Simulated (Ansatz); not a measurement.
**Cu: response to strain**

Aim: deform Cu (zz strain of -2 %) and compute stress, forces and field gradients with LAPW, PAW and all-electron datasets made for the crystal.

Program: Ansatz 0.2.0. Level of theory: DFT PBEsol, scalar-relativistic. These are calculated values, not measurements.

## Step 1: The structure to begin with

The structure is cubic, space group Fm-3m (No. 225). Conventional cell: a = 3.615 Å, b = 3.615 Å, c = 3.615 Å, α = 90.00°, β = 90.00°, γ = 90.00°. Around Cu (site symmetry m-3m) lie 12 Cu at 2.56 Å.

Structure file:

```cif
data_structure
_symmetry_space_group_name_H-M 'P 1'
_symmetry_Int_Tables_number 1
_cell_length_a 2.5562
_cell_length_b 2.5562
_cell_length_c 2.5562
_cell_angle_alpha 60.000
_cell_angle_beta 60.000
_cell_angle_gamma 60.000
_cell_volume 11.81
loop_
_atom_site_label
_atom_site_type_symbol
_atom_site_fract_x
_atom_site_fract_y
_atom_site_fract_z
_atom_site_occupancy
Cu1 Cu 0.00000 0.00000 0.00000 1
```

## Step 2: After the deformation

Space group Fm-3m before, I4/mmm after.

## Step 3: Full-potential LAPW

Input file input.yaml:

```yaml
crystal:
  lattice:
    - [0.0, 1.8075, 1.77135]
    - [1.8075, 0.0, 1.77135]
    - [1.8075, 1.8075, 0.0]
  atoms:
    - { symbol: Cu, position: [0.0, 0.0, 0.0] }
kpoints:
  mp_grid: { grid: [19, 19, 19] }
  band_path:
    path:
      - [0.0, 0.0, 0.0]
      - [0.0, 0.5, 0.5]
      - [0.25, 0.75, 0.5]
      - [0.0, 0.5, 0.0]
      - [0.0, 0.0, 0.0]
      - [0.5, 0.5, 0.0]
      - [0.3801541025, 0.6198458975, 0.0]
      - [-0.3801541025, 0.3801541025, 0.0]
      - [0.0, 0.0, 0.0]
    npoints: 5
scf:
  occupations: { method: fermi_dirac, width: 0.08 }
hamiltonian:
  xc: pbesol
  pseudopotentials: { kind: all_electron, lapw: { basis_error: 0.00025 } }
output:
  forces: true
  stress: true
  eigenvalues: true
```

Command:

```sh
$ ansatz run input.yaml --threads 1 --pin off --max-ram 3072MiB --backend cpu --events-out ev --progress --plain --runs-dir out
```

## Step 4: PAW on the default files

Input file input.yaml:

```yaml
crystal:
  lattice:
    - [0.0, 1.8075, 1.77135]
    - [1.8075, 0.0, 1.77135]
    - [1.8075, 1.8075, 0.0]
  atoms:
    - { symbol: Cu, position: [0.0, 0.0, 0.0] }
kpoints:
  mp_grid: { grid: [19, 19, 19] }
scf:
  occupations: { method: fermi_dirac, width: 0.08 }
hamiltonian:
  xc: pbesol
  pseudopotentials: { kind: paw }
output:
  forces: true
  stress: true
  eigenvalues: true
  efg: { contact_densities: true }
```

## Step 5: Datasets made for this crystal

Edit input.yaml of step 4 so:

```diff
@@ -13,3 +13,3 @@
   xc: pbesol
-  pseudopotentials: { kind: paw }
+  pseudopotentials: { kind: all_electron, datasets: crystal }
 output:
```

(Steps that only read results are left out.)

What does the calculation give? Wanted: pressure; largest shear or deviatoric stress.

The runs gave:

| quantity | value |
| --- | --- |
| pressure | LAPW -3.66, PAW -3.65, crystal datasets -3.66 GPa |
| largest shear or deviatoric stress (LAPW) | 0.59 GPa |

The largest part of the stress beyond the pressure is 0.59 GPa in size, in the zz component. No run of the undeformed cell stands beside it, so the pressure holds what the given cell had before the change. PAW: stress within 0.01 GPa of LAPW. Crystal datasets: stress within 0.01 GPa of LAPW.
